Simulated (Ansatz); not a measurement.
# CsLiCr2Te2S3 (R32) in Ansatz: relaxation of cell and atoms with PBE+D3(BJ)-ATM

Aim: the relaxation of cell and atoms of CsLiCr2Te2S3 with PBE+D3(BJ)-ATM.

All numbers are computed with Ansatz 0.2.0; they aren't measurements. Logs are shortened: lines on timing, memory, paths and dates and some standing lists are left out, and cuts for length are marked.

## 1. The structure

The structure is trigonal, space group R32 (No. 155). The conventional cell has a = 6.639 Å, b = 6.639 Å, c = 20.639 Å, α = 90.00°, β = 90.00°, γ = 120.00°. Cs (site symmetry 32) has 6 Te at 3.84 Å and 6 S at 4.04 Å and 2 Cr at 4.16 Å as nearest neighbours. Li (site symmetry 32) is surrounded by 3 S at 2.41 Å. Cr (site symmetry 3) has 3 S at 2.24 Å and 1 Te at 2.45 Å as nearest neighbours. Te (site symmetry 3) has 1 Cr at 2.45 Å as nearest neighbours. S (site symmetry 2) has 2 Cr at 2.24 Å and 1 Li at 2.41 Å as nearest neighbours.

The cell was built by a generator and needn't be a form met in nature.

## 2. Relaxation of cell and atoms, PBE+D3(BJ)-ATM, collinear spin, ferromagnetic start

Contents of input.yaml:

```yaml
crystal:
  lattice:
    - [3.31929, 1.91639, 6.87982]
    - [-3.31929, 1.91639, 6.87982]
    - [0.0, -3.83279, 6.87982]
  atoms:
    - { symbol: Cs, position: [0.0, 0.0, 0.0] }
    - { symbol: Li, position: [0.5, 0.5, 0.5] }
    - { symbol: Cr, position: [0.79848, 0.79848, 0.79848], spin: 3.0 }
    - { symbol: Cr, position: [0.20152, 0.20152, 0.20152], spin: 3.0 }
    - { symbol: Te, position: [0.6799, 0.6799, 0.6799] }
    - { symbol: Te, position: [0.3201, 0.3201, 0.3201] }
    - { symbol: S, position: [0.13626, 0.86374, 0.5] }
    - { symbol: S, position: [0.5, 0.13626, 0.86374] }
    - { symbol: S, position: [0.86374, 0.5, 0.13626] }
hamiltonian:
  xc: pbe
  pseudopotentials: { kind: paw }
  dispersion: d3bjatm
magnetization:
  spin_polarized: true
kpoints:
  mp_grid: { grid: [4, 4, 4] }
scf:
  occupations: { method: fermi_dirac, width: 0.05 }
output:
  forces: true
  stress: true
  eigenvalues: true
relax:
  f_tol: 0.01
  max_steps: 40
  cell: { stress_tol: 0.05 }
```

Potentials or basis: Ansatz PAW.

Started as:

```console
> ansatz run input.yaml --threads 8 --pin off --max-ram 20480MiB --backend cpu --events-out ev --progress --plain --runs-dir out
```

Log:

```text
Warning: RAYON_NUM_THREADS=8 ignored (pool sized by the plan → 8); use --threads N
Engine: ansatz 0.2.0, x86_64-unknown-linux-gnu
Pseudopotentials: kind: paw
Pseudopotential: Cs, paw, valence charge 9, recommended cutoff 420 eV (normal), Cs.paw.azcp
Pseudopotential: Li, paw, valence charge 3, recommended cutoff 420 eV (normal), Li.paw.azcp
Pseudopotential: Cr, paw, valence charge 14, recommended cutoff 420 eV (normal), Cr.paw.azcp
Pseudopotential: Te, paw, valence charge 16, recommended cutoff 420 eV (normal), Te.paw.azcp
Pseudopotential: S, paw, valence charge 6, recommended cutoff 420 eV (normal), S.paw.azcp
Functional definition: PBE
  parameter kappa = 0.804
  parameter beta = 0.06672455060314922
  exchange = pbe_x(kappa = kappa, mu = beta*pi^2/3)
  correlation = pbe_c(beta = beta)
Crystal: 9 atoms, lattice volume = 262.578 Å³
Basis set: ecut = 420 eV, 5129 PW (Γ), exchange–correlation on 108×108×108 points (8 copies of the dense FFT grid, shifted against one another)
Bands: 58, of which v1, the nominal top of the filled ones, is band 45 counted from 1 (44 counted from 0)
Symmetry: 6 space group operations
Space group: R32 (ITA 155), of the structure as read, at distance tolerance 6.4e-5 Å
Magnetic group: BNS 155.45 (UNI 1275), of the structure as read, at distance tolerance 6.4e-5 Å
k-points: 13 of 64 (time reversal used)
Non-local potential: Cs, projectors of the file, l = 0: 3, l = 1: 2, l = 2: 2, l = 3: 2
Non-local potential: Li, projectors of the file, l = 0: 3, l = 1: 2, l = 2: 1
Non-local potential: Cr, projectors of the file, l = 0: 3, l = 1: 2, l = 2: 3, l = 3: 1
Non-local potential: Te, projectors of the file, l = 0: 2, l = 1: 2, l = 2: 2, l = 3: 2
Non-local potential: S, projectors of the file, l = 0: 2, l = 1: 2, l = 2: 2
PAW form: soft (Blöchl's): semilocal exchange-correlation on the pseudo side does not see the compensation charge
PAW one-centre angular grid: Cs, 194 points (default); XC on 64 Gauss nodes
PAW one-centre angular grid: Li, 110 points (default); XC on 64 Gauss nodes
PAW one-centre angular grid: Cr, 590 points (default); XC on 64 Gauss nodes
PAW one-centre angular grid: Te, 590 points (default); XC on 64 Gauss nodes
PAW one-centre angular grid: S, 110 points (default); XC on 64 Gauss nodes
Initial density: superposition of atomic densities (chi_scale 0.1, normalization cell, long waves kept (reshape's long-wave potential 0.04 eV rms))
Starting moments: Σ|m| = 6 μB on 2 of 9 sites
Initial wavefunctions: pseudopotential atomic-orbital guess
Functional: x = pbe(κ = 0.804, μ = 0.2195149727645171), c = pbe(β = 0.06672455060314922)
SCF iter   1: F=—  HF=-29308.180037 eV  |F-HF|=—  |Δ(HF+E_count)|=         —  Δρ=5.31e-2 (↑5.31e-2 ↓2.80e-2)  dr2=3.01e1  dr2_m=5.91e-1  M=4.000 μB ∫|m|=5.430 μB  β_m=0.30  ethr=3.10e-3  ⟨swp⟩=8.3  Hψ=6418  notcnv=0  defer=3
Mixer restart at iter 1: flushing history
preconditioner: auto → Kerker (q_TF=auto, 2.282 Å⁻¹)  [metal: Δε(μ)=0.035 eV  Ē_g=8.181 eV  σ=0.050 eV  W_gap=0.17  n_scr=58 (ndim 8)  ℏωp=16.2 eV  f_vac=0.000  D(μ)=3.04/eV (n_scr^D=14)]
spin=Collinear: Kerker preconditioning applied to the charge; magnetization (m = ρ↑ − ρ↓) channel mixes plain (no charge-response kernel on spin).
SCF iter   2: F=—  HF=-29306.433998 eV  |F-HF|=—  |Δ(HF+E_count)|=    1.75e0  Δρ=2.01e-2 (↑2.01e-2 ↓1.54e-2)  dr2=9.71e0  dr2_m=1.04e-1  M=4.000 μB ∫|m|=5.629 μB  β_m=0.39  ethr=3.10e-3  ⟨swp⟩=3.7  Hψ=3466  notcnv=0  defer=98
SCF iter   3: F=—  HF=-29305.183672 eV  |F-HF|=—  |Δ(HF+E_count)|=    1.25e0  Δρ=9.20e-3 (↑9.20e-3 ↓8.09e-3)  dr2=2.12e0  dr2_m=3.90e-2  M=4.001 μB ∫|m|=5.796 μB  β_m=0.62  ethr=3.10e-3  ⟨swp⟩=3.0  Hψ=2431  notcnv=0  defer=96
[... 102 lines left out ...]
SCF 6 converged in 11 iterations: F = -29304.990813 eV  dr2 = 7.98e-11
relax step   6: F+E_penalty+E_count = -29304.99081348 eV  Δ(F+E_penalty+E_count) = +2.177e-3 eV  max|allowed force component| = 7.141e-3 eV/Å  Δτ_max = 0.0000 Å  P = -0.001 GPa  Ω = 237.548 Å³  stress off target by 3.93e-2 GPa  SCF on the basis re-selected at this cell (its energy is not comparable with the rows above)  (11 SCF iters)
basis re-selected at this cell: Δ(F+E_penalty+E_count) = +2.177e-3 eV, ΔP = -0.001 GPa vs the last step (what re-selecting the basis moved, of the pressure what is left beyond the Pulay correction that the steps carried, after the strain that the cell walked since its last selection, with what the two solves' SCF thresholds leave and, on support functions, any second-order correction that the steps lacked; it is no measure of the basis error at this ecutwfc). The dense FFT grid was sized anew with the basis: this SCF ran on 50×50×50 points, the steps before it on 54×54×54, so part of this shift can come from that change (see relax.cell in the input reference). This SCF's stress stands 3.93e-2 GPa from its target on what of the cell is left free (relax.cell.stress_tol is 5.00e-2 GPa) and its largest allowed force component is 7.14e-3 eV/Å (relax.f_tol is 1.00e-2 eV/Å): within both
SCF converged after 11 iterations
Magnetization: 4.0046 μB (47.0023 up, 42.9977 down)
Absolute magnetization: 5.8931 μB (∫|ρ↑−ρ↓|, with the PAW one-centre terms)
Spin contamination: 0.5210 ħ² per cell (⟨S²⟩ above its minimum at these occupations)
Per-site moments (μB) at R_I (Å): [(-0.011591522521586444, 1.5629552316839403), (0.008566485535984575, 0.980869848906667), (2.0334645354907734, 0.91602146971762), (2.0334645354907743, 0.916021469717621), (-0.14169574765052745, 1.0029785586279716), (-0.14169574765052673, 1.002978558627969), (-0.05110186609899841, 0.9160214697176202), (-0.05110186609899855, 0.9160214697176202), (-0.05110186609899836, 0.91602146971762)]
Free energy (F): -29304.990813 eV
Harris-Foulkes:  -29304.990813 eV  (|F-HF|=8.00e-11)
Internal energy: -29304.965847 eV  (E = F + TS)
E sigma→0 (E₀):  -29304.978330 eV
Entropy (-TS):   -0.024967 eV (-2.774 meV/atom)
Fermi energy:    6.534220 eV
--- Per-component energies (eV) ---
  E_band       = -1327.274330
  E_kinetic    = 1531.799745
  E_local      = -8566.263080  (includes V_loc(G=0)·N_el)
  E_nonlocal   = -374.594545
  E_hartree    = 4169.754597
  E_xc         = -1002.544305
  E_vxc        = -964.546924  (∫ρ·V_xc dr)
  E_paw        = -18607.801239  (= ΣΔE_a)
  E_vpaw       = -1293.179738  (= ΣTr[D̂ρ^β])
  E_aug_tail   = 0.000383  (compensation charges beyond the density's cutoff)
  E_ewald      = -6452.504836
  E_disp       = -2.812567  (pairwise vdW)
  E_smearing   = -0.024967  (= −TS)
  E_closure    = 0.000000  (closes the sum)
  Σ components = -29304.990813   (vs F -29304.990813, Δ=0.00e0)
--- Forces (eV/Å), atoms counted from 1 ---
  atom   1  Cs     0.00000000    -0.00000000    -0.00000000
  atom   2  Li    -0.00000000    -0.00000000     0.00000000
  atom   3  Cr    -0.00000000     0.00000000    -0.00714097
  atom   4  Cr     0.00000000    -0.00000000     0.00714097
  atom   5  Te    -0.00000000    -0.00000000     0.00252067
  atom   6  Te     0.00000000     0.00000000    -0.00252067
  atom   7  S     -0.00490154     0.00000000     0.00000000
  atom   8  S      0.00245077    -0.00424486    -0.00000000
  atom   9  S      0.00245077     0.00424486     0.00000000
  max |Σ_I F_I| component: 3.47e-17 eV/Å
--- Stress (GPa, compression-positive) ---
        0.018116      -0.000000      -0.000000
       -0.000000       0.018116       0.000000
       -0.000000       0.000000      -0.039252
  P = ⅓ Tr σ = -0.0010 GPa (-0.010 kbar)
--- Band table (eV; the first three rows and the last of 26) ---
  k-point 0 ↑: bands = ["-66.3490", "-66.3488", "-39.3252", "-37.7591", "-37.7591", "-37.7560", "-37.7560", "-37.6445", "-37.6438", "-29.6137", "-29.6137", "-29.6117", "-29.6107", "-29.6107", "-29.6087", "-29.5943", "-29.5943", "-29.5930", "-29.5930", "-14.5160", "-6.6010", "-5.8960", "-5.8960", "-4.0293", "-3.2574", "-1.5447", "-1.4993", "-1.4993", "1.4545", "2.2367", "2.2367", "2.5075", "2.5075", "3.2044", "3.2079", "3.4587", "3.4587", "3.8597", "4.0635", "4.0635", "4.4351", "5.0328", "5.0328", "6.1302", "6.1302", "6.3543", "6.3543", "6.6154", "6.8442", "6.8442", "8.3636", "8.3636", "8.4549", "10.3836", "11.6192", "11.6442", "11.6442", "12.2448"]
  k-point 1 ↑: bands = ["-66.3490", "-66.3488", "-39.3252", "-37.7591", "-37.7587", "-37.7564", "-37.7559", "-37.6444", "-37.6439", "-29.6142", "-29.6139", "-29.6122", "-29.6102", "-29.6099", "-29.6088", "-29.5943", "-29.5941", "-29.5932", "-29.5930", "-14.5150", "-6.5067", "-5.9910", "-5.9177", "-4.0082", "-3.3891", "-1.5272", "-1.5103", "-1.3750", "1.4558", "2.0763", "2.3239", "2.4272", "2.7210", "3.0783", "3.2546", "3.3769", "3.6386", "3.8888", "4.1990", "4.3216", "4.3921", "5.0938", "5.2409", "5.7177", "5.8851", "6.3435", "6.5033", "6.6606", "6.8469", "7.0569", "7.8404", "8.0839", "8.2449", "11.1084", "11.3214", "11.5529", "12.0051", "12.3541"]
  k-point 2 ↑: bands = ["-66.3490", "-66.3489", "-39.3252", "-37.7592", "-37.7582", "-37.7569", "-37.7559", "-37.6443", "-37.6440", "-29.6146", "-29.6142", "-29.6124", "-29.6098", "-29.6091", "-29.6091", "-29.5943", "-29.5939", "-29.5934", "-29.5930", "-14.5140", "-6.3286", "-6.1720", "-5.9382", "-3.9510", "-3.5600", "-1.5414", "-1.4884", "-1.2216", "1.5373", "1.9142", "2.3203", "2.3624", "2.9055", "3.1051", "3.1113", "3.4472", "3.6651", "3.9172", "4.0489", "4.7114", "4.7523", "4.9076", "5.1366", "5.4583", "6.0163", "6.2817", "6.3810", "6.9192", "7.3178", "7.4291", "7.4433", "7.7315", "7.7980", "10.9903", "11.1068", "11.6642", "11.8390", "12.2508"]
  k-point 12 ↓: bands = ["-64.0009", "-64.0007", "-39.3148", "-35.5610", "-35.5602", "-35.3452", "-35.3452", "-35.3413", "-35.3413", "-29.6596", "-29.6596", "-29.6566", "-29.6566", "-29.6490", "-29.6460", "-29.6368", "-29.6368", "-29.6355", "-29.6355", "-14.5214", "-6.5827", "-5.9203", "-5.9203", "-4.3583", "-3.4593", "-1.4928", "-1.4928", "-1.3828", "1.9904", "2.4900", "2.4900", "3.1305", "3.1305", "3.1382", "3.4757", "3.4757", "3.4797", "4.1895", "4.6637", "4.7828", "4.7828", "5.8464", "5.8464", "7.1814", "7.1814", "7.3832", "7.6270", "7.6270", "8.4880", "8.6001", "8.6001", "9.5076", "9.5076", "11.4733", "11.4733", "11.7855", "11.9261", "13.2671"]
--- Relaxed structure (5 steps of the walk, 5 accepted, 1 SCFs on fresh bases) ---
  F+E_penalty+E_count = -29304.99081348 eV   max|allowed force component| = 7.141e-3 eV/Å   (the final SCF, on the basis selected at the relaxed cell)
  cell:  # Å, volume = 237.5480 Å³
    - [3.2812677579317273, 1.894439280385096, 6.369090318287972]
    - [-3.2812677579317273, 1.894439280385096, 6.369090318287972]
    - [-1.0611984440686067e-33, -3.7888831895901047, 6.369088941478162]
  atoms:
    - { symbol: Cs, position: [3.8793303915023836e-20, -1.927545020619111e-20, -4.0530080243615225e-20] }
    - { symbol: Li, position: [0.5, 0.5, 0.5] }
    - { symbol: Cr, position: [0.7953659459870843, 0.7953659459870843, 0.7953659459870842] }
    - { symbol: Cr, position: [0.2046340540129159, 0.2046340540129159, 0.20463405401291587] }
    - { symbol: Te, position: [0.6681126426043729, 0.6681126426043729, 0.6681126426043726] }
    - { symbol: Te, position: [0.3318873573956272, 0.3318873573956272, 0.3318873573956271] }
    - { symbol: S, position: [0.1376604294739675, 0.8623395705260325, 0.5] }
    - { symbol: S, position: [0.49999999999999994, 0.13766042947396745, 0.8623395705260324] }
    - { symbol: S, position: [0.8623395705260324, 0.4999999999999999, 0.13766042947396728] }
```

Wall time 39 s (8 threads of AMD EPYC 7B13 (Zen 3), shared host); peak memory 1.3 GiB.

Results:

| Item | Value |
| --- | --- |
| Free energy | -29304.9908 eV |
| Relaxed volume | 26.39 Å³/atom |
| Relaxed cell | a = 7.411 Å, b = 7.411 Å, c = 7.411 Å, α = 52.56°, β = 52.56°, γ = 52.56° |
| Space group after relaxing (to 0.05 Å) | R32 (No. 155) |
| Energy gained by relaxing | 16.2 meV/atom |
| Ionic steps | 6 |
| Pressure after relaxing | 0.0 GPa |
| Largest force after relaxing | 0.007 eV/Å |
| Band gap on the k mesh | none (metal or under the smearing width) |
| Net moment | 4.00 μB per cell |
| Absolute moment | 5.89 μB per cell |
| Site moments | Cs -0.01; Li +0.01; Cr +2.03; Te -0.14; S -0.05 μB |

Forces on the atoms (eV/Å):
```
Cs   0.000  0.000  0.000
Li   0.000  0.000  0.000
Cr   0.000  0.000 -0.007
Cr   0.000  0.000  0.007
Te   0.000  0.000  0.003
Te   0.000  0.000 -0.003
S   -0.005  0.000  0.000
S    0.002 -0.004  0.000
S    0.002  0.004  0.000
```

Step by step:
| step | energy change (eV) | largest force (eV/Å) | volume (Å³) |
| --- | --- | --- | --- |
| 1 | 0.0000 | 0.0071 | 262.58 |
| 2 | -0.1015 | 0.0628 | 249.13 |
| 3 | -0.1443 | 0.0874 | 234.78 |
| 4 | -0.1473 | 0.0921 | 237.47 |
| 5 | -0.1484 | 0.0069 | 237.55 |
| 6 | -0.1462 | 0.0071 | 237.55 |

Final structure:
```
CELL_PARAMETERS angstrom
3.28127 1.89444 6.36909
-3.28127 1.89444 6.36909
0.00000 -3.78888 6.36909
ATOMIC_POSITIONS crystal
Cs 0.00000 0.00000 0.00000
Li 0.50000 0.50000 0.50000
Cr 0.79537 0.79537 0.79537
Cr 0.20463 0.20463 0.20463
Te 0.66811 0.66811 0.66811
Te 0.33189 0.33189 0.33189
S 0.13766 0.86234 0.50000
S 0.50000 0.13766 0.86234
S 0.86234 0.50000 0.13766
```

Caveat: the plane-wave basis is chosen anew once the cell has moved, so the energies of steps on either side of that aren't comparable; only a ferromagnetic start was run, and an antiferromagnetic order may lie lower in energy; pairwise dispersion overbinds metals, which lowers pressure and volume. With open d or f shells a metallic result of PBE can be an artefact of self-interaction; +U or a hybrid may open a gap.
